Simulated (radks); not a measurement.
**Hf¹⁹⁺ in [Ar] 3d10 4s2 4p5.5 4d10 4f7.5: an all-electron calculation**

An exercise on one series of results from a longer session: the logs are not shown, and one member is left open.

Program: radks (a radial shooting solver on a logarithmic mesh, Libxc functionals) version 1. Level of theory: scalar-relativistic Kohn-Sham, exchange-only B88, spin-unpolarised, spherical densities, finite nucleus. These are calculated values, not measurements, unless marked.

### The system

- element: hafnium (Z = 72)
- charge: +19
- electrons: 53
- configuration: [Ar] 3d10 4s2 4p5.5 4d10 4f7.5
- nuclear rms radius: 5.347 fm

The first run:

Settings of this run:

```text
Z 72
configuration [Ar] 3d10 4s2 4p5.5 4d10 4f7.5 5s0 5p0
relativity scalar-relativistic
functional b88,
spin unpolarised
nucleus finite rms 5.347 fm
c 137.035999084
```

On the command line:

```
$ python run_ks.py task.json out
```

All runs below come from this command, one after another.

Steps of the session up to this table: Self-consistent calculation.

One table of the session follows, with a row left open; its other results are not shown here.

It belongs to the step «Orbitals and density». Radial moments (bohr):

```
level      <r>  outermost maximum (interpolated)  90 % within  nodes
   1s  0.01899                            0.0119       0.0345      0
   2s  0.08038                            0.0681        0.125      1
   2p  0.07172                            0.0557        0.117      0
   3s   0.2085                             0.192        0.306      2
   3p   0.2083                             0.190        0.311      1
   3d   0.1887                             0.155        0.293      0
   4s   0.4579                             0.433        0.654      3
   4p   0.4815                             0.452        0.695      2
   4d        ?                                 ?            ?      ?
   4f   0.5163                             0.417        0.801      0
   5s   0.9059                             0.885         1.26      4
   5p   0.9677                             0.947         1.35      3
```

Q: Estimate the row for 4d from the others.

As computed: <r>: 0.5027; outermost maximum (interpolated): 0.459; 90 % within: 0.743; nodes: 1. In the column «<r>» it lies between 4p (0.4815) and 4f (0.5163).
